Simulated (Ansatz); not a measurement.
# UPBE-QIDH/def2-SVP run of C2H5AlF (SMILES [CH2][Al]([CH3])[F])

Aim: the vertical ionisation energy of C2H5AlF at UPBE-QIDH/def2-SVP, from 2 runs. 

The results are computed with Ansatz 0.2.0.

55 further runs of the same task are left out: 1 that didn't finish, 54 set aside as unsound or not needed.

### Step 1. The structure to begin with

C2H5AlF: 9 atoms, total charge 0, spin state doublet. SMILES: `[CH2][Al]([CH3])[F]`. Geometry: relaxed at PBE0-D4/def2-TZVP. This is one conformer, not always the lowest.

Bond lengths: C1–Al2 1.918 Å, Al2–C3 1.939 Å, Al2–F4 1.657 Å, C1–H5 1.088 Å, C1–H6 1.089 Å, C3–H7 1.094 Å, C3–H8 1.094 Å, C3–H9 1.093 Å. Some angles: C1–Al2–C3 125.9°, C1–Al2–F4 116.2°, C3–Al2–F4 117.9°, Al2–C1–H5 124.0°, Al2–C1–H6 123.9°, Al2–C3–H7 111.0°, Al2–C3–H8 110.9°, Al2–C3–H9 112.4°, H5–C1–H6 112.2°, H7–C3–H8 106.5°.

### Step 2. A single-point energy at UPBE-QIDH/def2-SVP

input.yaml reads:

```yaml
crystal:
  periodic: [false, false, false]
  atoms:
    - {symbol: C, position_ang: [-0.686400, 1.587500, -0.820000]}
    - {symbol: Al, position_ang: [-0.112800, -0.228700, -0.596500]}
    - {symbol: C, position_ang: [0.607100, -1.002300, 1.029300]}
    - {symbol: F, position_ang: [-0.253200, -1.209400, -1.924700]}
    - {symbol: H, position_ang: [-1.086800, 1.989200, -1.748800]}
    - {symbol: H, position_ang: [-0.649000, 2.336800, -0.031000]}
    - {symbol: H, position_ang: [-0.009300, -1.839800, 1.370600]}
    - {symbol: H, position_ang: [1.611200, -1.403400, 0.860100]}
    - {symbol: H, position_ang: [0.667900, -0.276300, 1.843700]}
basis:
  gaussian: {orbitals: def2-SVP}
magnetization: {spin_polarized: true, initial_magnetization: 1}
hamiltonian: {xc: {name: PBE-QIDH}}
correlation: {frozen_orbitals: {Al: 5, C: 1, F: 1, H: 0}}
accuracy: high
output: {orbitals: {seedname: orbitals}}
```

Started as:

```bash
$ ansatz run input.yaml --threads 1 --pin off --max-ram 3480MiB --events-out events.jsonl --progress --plain --runs-dir runs
```

The log of the run:

```text
Warning: RAYON_NUM_THREADS=1 ignored (pool sized by the plan → 1); use --threads N
Functional definition: PBE-QIDH
  name "PBE-QIDH"
  parameter a = 3^(-1/3)
  parameter c = 1/3
  exchange = (1 - a)*pbe_x + a*exact_x
  correlation = (1 - c)*pbe_c + c*(mp2_os + mp2_ss)
1920 factors; integrals over basis functions are off by at most 7.2e-9 eV
mean field evaluation 1: about -11442.7420 eV, gradient 3.0e1 eV
mean field evaluation 2: about -11442.7828 eV, gradient 3.0e1 eV
mean field evaluation 4: about -11446.3890 eV, gradient 2.4e0 eV
mean field evaluation 8: about -11446.4219 eV, gradient 1.7e-1 eV
mean field evaluation 16: about -11446.4223 eV, gradient 1.9e-4 eV
mean field -11446.42233029 eV, -420.6482619746 hartree, gradient 8.9e-8 eV, S^2 0.755132; 0 other end points of the search recorded, 0 dependent functions left out
8 core orbitals not correlated: weight in the atoms' cores, before any rotation towards them, 1.000 or more for the frozen orbitals, at most 0.000 for the correlated occupied ones
reference -11446.42233144 eV, -420.6482620166 hartree; 12, 11 occupied and 65, 66 virtual orbitals, 1920 factors
second order -15.47127763 eV of doubles, -0.00000000 eV of singles
Total energy: -11451.57942398 eV, -420.8377816720 hartree
```

It took 15 s on 1 thread of Arm Neoverse V1, shared host; peak memory 0.38 GiB.

### Step 3. The singlet cation, same level

job.yaml reads:

```yaml
crystal:
  periodic: [false, false, false]
  atoms:
    - {symbol: C, position_ang: [-0.686400, 1.587500, -0.820000]}
    - {symbol: Al, position_ang: [-0.112800, -0.228700, -0.596500]}
    - {symbol: C, position_ang: [0.607100, -1.002300, 1.029300]}
    - {symbol: F, position_ang: [-0.253200, -1.209400, -1.924700]}
    - {symbol: H, position_ang: [-1.086800, 1.989200, -1.748800]}
    - {symbol: H, position_ang: [-0.649000, 2.336800, -0.031000]}
    - {symbol: H, position_ang: [-0.009300, -1.839800, 1.370600]}
    - {symbol: H, position_ang: [1.611200, -1.403400, 0.860100]}
    - {symbol: H, position_ang: [0.667900, -0.276300, 1.843700]}
basis:
  gaussian:
    orbitals: def2-SVP
hamiltonian:
  xc: {name: PBE-QIDH}
correlation:
  frozen_orbitals: {Al: 5, C: 1, F: 1, H: 0}
accuracy: high
output:
  orbitals: {seedname: orbitals}
total_charge: 1
```

Started as:

```bash
$ ansatz run job.yaml --threads 1 --pin off --max-ram 3480MiB --events-out events.jsonl --progress --plain --runs-dir runs
```

The log of the run, cut to the lines that bear on the results:

```text
Warning: RAYON_NUM_THREADS=1 ignored (pool sized by the plan → 1); use --threads N
[... 2 set-up lines as earlier in the session ...]
[...]
1919 factors; integrals over basis functions are off by at most 7.2e-9 eV
[...]
mean field -11436.77726890 eV, -420.2938125060 hartree, gradient 9.3e-9 eV, S^2 0.000000; 0 other end points of the search recorded, 0 dependent functions left out
8 core orbitals not correlated: weight in the atoms' cores, before any rotation towards them, 1.000 or more for the frozen orbitals, at most 0.000 for the correlated occupied ones
reference -11436.77727009 eV, -420.2938125498 hartree; 11, 11 occupied and 66, 66 virtual orbitals, 1919 factors
second order -14.94366112 eV of doubles, -0.00000000 eV of singles
Total energy: -11441.75849046 eV, -420.4768690221 hartree
```

Wall time 12 s (1 thread of Arm Neoverse V1, shared host); peak memory 0.26 GiB.

### Step 4. What came out

Level: UPBE-QIDH/def2-SVP, 8 core orbitals frozen.

```
                                                                 quantity          value
                                            doublet C2H5AlF: total energy  -420.83778 Eh
doublet C2H5AlF: HOMO energy (SCF part's orbitals) (highest over α and β)       -9.45 eV
 doublet C2H5AlF: LUMO energy (SCF part's orbitals) (lowest over α and β)       -0.40 eV
                                                    doublet C2H5AlF: ⟨S²⟩          0.755
                                             singlet cation: total energy  -420.47687 Eh
                        singlet cation: HOMO energy (SCF part's orbitals)      -15.66 eV
                        singlet cation: LUMO energy (SCF part's orbitals)       -9.82 eV
                      singlet cation: HOMO–LUMO gap (SCF part's orbitals)        5.84 eV
                       vertical ionisation energy (to the singlet cation)       9.821 eV
```

What this shows: Removing an electron at fixed nuclei costs 9.82 eV (948 kJ/mol). Only the singlet of the ionised species was computed; a triplet could lie lower.
